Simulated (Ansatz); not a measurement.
# CH₈AlNSi₂: a ladder of functionals and wavefunction methods

How much do the methods differ for CH₈AlNSi₂? The plan is to run it at one geometry with functionals of several rungs and with coupled cluster. The yardstick is the atomisation energy at the CCSD(T) limit.

Computed with Ansatz 0.2.0, Gaussian basis. Level: functionals in def2-TZVPP, the program's frozen cores in correlated methods.

Plan: PBE-D4, r2SCAN-D4, PBE0-D4, B3LYP-D4, ωB97X-V, ωB97M-V, B2PLYP; CCSD(T)/def2-TZVPP; MP2/def2-QZVPP; extrapolation to the limit.

## Step 1: The relaxed structure

All runs share one geometry, relaxed beforehand with PBE0-D4/def2-TZVP.

SMILES `[AlH2][SiH]1CN1[SiH3]`, 13 atoms, charge 0, spin multiplicity 1.

Atoms are counted from 1 here; the program's logs count them from 0.

Bond lengths: Al1–Si2 2.458 Å, Al1–H6 1.587 Å, Al1–H7 1.588 Å, Si2–C3 1.852 Å, Si2–N4 1.803 Å, Si2–H8 1.488 Å, C3–N4 1.479 Å, C3–H9 1.090 Å, C3–H10 1.087 Å, N4–Si5 1.694 Å, Si5–H11 1.478 Å, Si5–H12 1.485 Å, Si5–H13 1.571 Å. Angles: Si2–Al1–H6 119.3°, Si2–Al1–H7 117.5°, H6–Al1–H7 121.7°, Al1–Si2–C3 112.4°, Al1–Si2–N4 102.3°, Al1–Si2–H8 132.2°, C3–Si2–N4 47.7°, C3–Si2–H8 115.2°, N4–Si2–H8 112.5°, Si2–C3–N4 64.4°, Si2–C3–H9 120.9°, Si2–C3–H10 118.9°, N4–C3–H9 118.0°, N4–C3–H10 112.6°, H9–C3–H10 113.0°, Si2–N4–C3 67.9°, Si2–N4–Si5 110.9°, C3–N4–Si5 121.3° and more.

As a file:

```xyz
13
charge 0, multiplicity 1
Al   -1.2769    1.4353   -0.7145
Si   -0.6827    0.1617    1.3024
C     1.1430   -0.1135    1.4522
N     0.4110   -1.1117    0.6436
Si    0.4404   -1.0669   -1.0497
H    -0.6105    2.8549   -0.9612
H    -2.5454    0.9529   -1.5392
H    -1.4927   -0.3238    2.4529
H     1.8516    0.5378    0.9412
H     1.5381   -0.5313    2.3746
H    -0.6002   -1.9385   -1.6336
H     1.7756   -1.2549   -1.6712
H     0.0691    0.3632   -1.5828
```

## Step 2: PBE-D4 (GGA)

The input, in.yaml:

```yaml
crystal:
  periodic: [false, false, false]
  atoms:
    - {symbol: Al, position_ang: [-1.276910, 1.435291, -0.714494]}
    - {symbol: Si, position_ang: [-0.682683, 0.161677, 1.302376]}
    - {symbol: C, position_ang: [1.143037, -0.113489, 1.452234]}
    - {symbol: N, position_ang: [0.411016, -1.111713, 0.643620]}
    - {symbol: Si, position_ang: [0.440403, -1.066932, -1.049705]}
    - {symbol: H, position_ang: [-0.610533, 2.854868, -0.961226]}
    - {symbol: H, position_ang: [-2.545382, 0.952906, -1.539200]}
    - {symbol: H, position_ang: [-1.492702, -0.323788, 2.452855]}
    - {symbol: H, position_ang: [1.851550, 0.537788, 0.941219]}
    - {symbol: H, position_ang: [1.538150, -0.531319, 2.374644]}
    - {symbol: H, position_ang: [-0.600153, -1.938459, -1.633631]}
    - {symbol: H, position_ang: [1.775591, -1.254906, -1.671235]}
    - {symbol: H, position_ang: [0.069113, 0.363174, -1.582757]}
basis:
  gaussian: {orbitals: def2-TZVPP}
hamiltonian: {xc: pbe, dispersion: d4}
output: {forces: true, orbitals: {seedname: orbitals}}
```

Launch:

```
ansatz run in.yaml --threads 4 --pin off --events-out ev --progress --plain --max-ram 10444MiB
```

After this run come: r2SCAN-D4 (meta-GGA); PBE0-D4 (hybrid); B3LYP-D4 (hybrid); ωB97X-V (range-separated); ωB97M-V (range-separated); B2PLYP (double hybrid); CCSD(T) in def2-TZVPP; MP2 in def2-QZVPP.

Before running them: what should the planned runs give, taken together? Wanted: atomisation energy, CCSD(T)/CBS; farthest; mean size of error, hybrid; mean size of error, range-separated; gap, smallest and largest; T1 diagnostic; triples share of the correlation energy.

The runs gave:

```
                               quantity                                 value
        atomisation energy, CCSD(T)/CBS                        978.5 kcal/mol
functionals within 4.9 kcal/mol (0.5 %)  PBE-D4, r2SCAN-D4, B3LYP-D4, ωB97M-V
                               farthest               B2PLYP (-16.7 kcal/mol)
             mean size of error, hybrid                          3.8 kcal/mol
    mean size of error, range-separated                          5.1 kcal/mol
              gap, smallest and largest   3.74 eV (PBE-D4), 9.90 eV (ωB97X-V)
                          T1 diagnostic                                0.0138
triples share of the correlation energy                                 4.2 %
```

In words: PBE-D4 is off by +4.9 kcal/mol, about 0.4 kcal/mol a bond. Double hybrids carry the basis error of their MP2 part in triple zeta, and no dispersion term here, so their miss is partly the set-up's. The reference freezes the cores and leaves out relativity and excitations past (T), so misses under about 4.9 kcal/mol can't be ranked. Hartree-Fock recovers 72 % of the binding; the rest is correlation. The gap grows from 3.7 to 9.9 eV across the functionals, mostly with the share of exact exchange.
